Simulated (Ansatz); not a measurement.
# C2H6Si (SMILES CC[SiH]): HF/cc-pVDZ

Aim: the electronic atomisation energy of C2H6Si at HF/cc-pVDZ, from 4 runs. 

The calculation is run with Ansatz 0.2.0.

60 further runs of the same task are left out: 60 set aside as unsound or not needed.

## 1. The molecule

C2H6Si: 9 atoms, total charge 0, spin state singlet. As SMILES, `CC[SiH]`. The shape is that of a PBE0-D4/def2-TZVP optimisation. This is one conformer, not always the lowest.

Bond lengths: C1–C2 1.523 Å, C2–Si3 1.891 Å, C1–H4 1.094 Å, C1–H5 1.093 Å, C1–H6 1.092 Å, C2–H7 1.095 Å, C2–H8 1.111 Å, Si3–H9 1.532 Å. Some angles: C1–C2–Si3 121.0°, C1–C2–H7 111.7°, C1–C2–H8 109.8°, Si3–C2–H7 110.3°, Si3–C2–H8 97.9°, C2–C1–H4 112.0°, C2–C1–H5 111.1°, C2–C1–H6 111.0°, C2–Si3–H9 94.7°, H7–C2–H8 104.1°.

## 2. The energy at HF/cc-pVDZ

input.yaml

```yaml
crystal:
  periodic: [false, false, false]
  atoms:
    - symbol: C
      position_ang: [-0.593600, 0.495600, -0.562700]
    - symbol: C
      position_ang: [0.423400, -0.563800, -0.158900]
    - symbol: Si
      position_ang: [1.475100, -0.358700, 1.398700]
    - symbol: H
      position_ang: [-1.208900, 0.173100, -1.407700]
    - symbol: H
      position_ang: [-0.098000, 1.423000, -0.860500]
    - symbol: H
      position_ang: [-1.258400, 0.736300, 0.269500]
    - symbol: H
      position_ang: [1.051000, -0.864800, -1.004300]
    - symbol: H
      position_ang: [-0.103000, -1.497700, 0.133400]
    - symbol: H
      position_ang: [0.401100, 0.410600, 2.175300]
basis:
  gaussian:
    orbitals: cc-pVDZ
hamiltonian:
  xc: hf
accuracy: high
output: {orbitals: {seedname: orbitals}}
```

The run is started by

```console
$ ansatz run input.yaml --threads 1 --pin off --max-ram 3480MiB --events-out events.jsonl --progress --plain --runs-dir runs
```

The program printed:

```text
Warning: RAYON_NUM_THREADS=1 ignored (pool sized by the plan → 1); use --threads N
Functional definition: HF
  name "HF"
  exchange = exact_x
  correlation = 0
1848 factors; integrals over basis functions are off by at most 3.7e-9 eV
mean field evaluation 1: about -10014.4245 eV, gradient 2.5e1 eV
mean field evaluation 2: about -10014.4289 eV, gradient 2.5e1 eV
mean field evaluation 4: about -10016.4341 eV, gradient 2.8e0 eV
mean field evaluation 8: about -10016.4692 eV, gradient 1.3e-4 eV
mean field -10016.46916955 eV, -368.0984525744 hartree, gradient 5.2e-8 eV, S^2 0.000000; 0 other end points of the search recorded, 0 dependent functions left out
reference -10016.46916955 eV, -368.0984525744 hartree; 16, 16 occupied and 60, 60 virtual orbitals, 1848 factors
Total energy: -10016.46916955 eV, -368.0984525744 hartree
```

It took 2 s on 1 thread of Arm Neoverse V1, shared host; peak memory 0.18 GiB.

## 3. The C atom

molecule.yaml

```yaml
basis:
  gaussian: {orbitals: cc-pVDZ}
crystal:
  periodic: [false, false, false]
  atoms:
    - {symbol: C, position_ang: [0.000000, 0.000000, 0.000000]}
accuracy: high
magnetization: {spin_polarized: true, initial_magnetization: 2}
hamiltonian: {xc: hf}
```

Run the same way, it converges to -37.68654 Eh (log not shown).

## 4. The H atom

input.yaml

```yaml
crystal:
  periodic: [false, false, false]
  atoms:
    - {symbol: H, position_ang: [0.000000, 0.000000, 0.000000]}
basis:
  gaussian: {orbitals: cc-pVDZ}
magnetization: {spin_polarized: true, initial_magnetization: 1}
hamiltonian: {xc: hf}
accuracy: high
```

Run the same way, it converges to -0.49928 Eh (log not shown).

## 5. The Si atom, same level

run.yaml

```yaml
basis:
  gaussian:
    orbitals: cc-pVDZ
crystal:
  periodic: [false, false, false]
  atoms:
    - symbol: Si
      position_ang: [0.000000, 0.000000, 0.000000]
magnetization:
  spin_polarized: true
  initial_magnetization: 2
hamiltonian:
  xc: hf
accuracy: high
```

The run is started by

```console
$ ansatz run run.yaml --threads 1 --pin off --max-ram 3480MiB --events-out events.jsonl --progress --plain --runs-dir runs
```

The program printed:

```text
Warning: RAYON_NUM_THREADS=1 ignored (pool sized by the plan → 1); use --threads N
[... 4 set-up lines as earlier in the session ...]
144 factors; integrals over basis functions are off by at most 3.2e-9 eV
mean field evaluation 1: about -7859.8102 eV, gradient 3.7e0 eV
mean field evaluation 2: about -7859.8164 eV, gradient 3.7e0 eV
mean field evaluation 4: about -7860.0119 eV, gradient 1.3e-1 eV
mean field evaluation 8: about -7860.0110 eV, gradient 2.5e-8 eV
mean field evaluation 16: about -7860.0169 eV, gradient 2.9e-3 eV
mean field evaluation 32: about -7860.0110 eV, gradient 1.2e-6 eV
mean field -7860.01100063 eV, -288.8500765663 hartree, gradient 2.4e-8 eV, S^2 2.010950; 3 other end points of the search recorded, 0 dependent functions left out
reference -7860.01100063 eV, -288.8500765663 hartree; 8, 6 occupied and 10, 12 virtual orbitals, 144 factors
Total energy: -7860.01100063 eV, -288.8500765663 hartree
```

Run time: 0.1 s. Hardware: 1 thread of Arm Neoverse V1, shared host.

## 6. Summary of results

Level: HF/cc-pVDZ.

```
                     quantity          value
       molecule: total energy  -368.09845 Eh
        molecule: HOMO energy       -8.56 eV
        molecule: LUMO energy        0.89 eV
      molecule: HOMO–LUMO gap        9.45 eV
         C atom: total energy   -37.68654 Eh
                 C atom: ⟨S²⟩          2.006
         H atom: total energy    -0.49928 Eh
                 H atom: ⟨S²⟩          0.750
        Si atom: total energy  -288.85008 Eh
                Si atom: ⟨S²⟩          2.011
electronic atomisation energy      23.936 eV
```

What this shows: Taking the molecule apart into free atoms costs 23.94 eV (2309 kJ/mol), before zero-point energy and without spin-orbit coupling. Hartree–Fock lacks the correlation of the bonding pairs, which as a rule makes this value much too low; in minimal bases other errors can mask that.
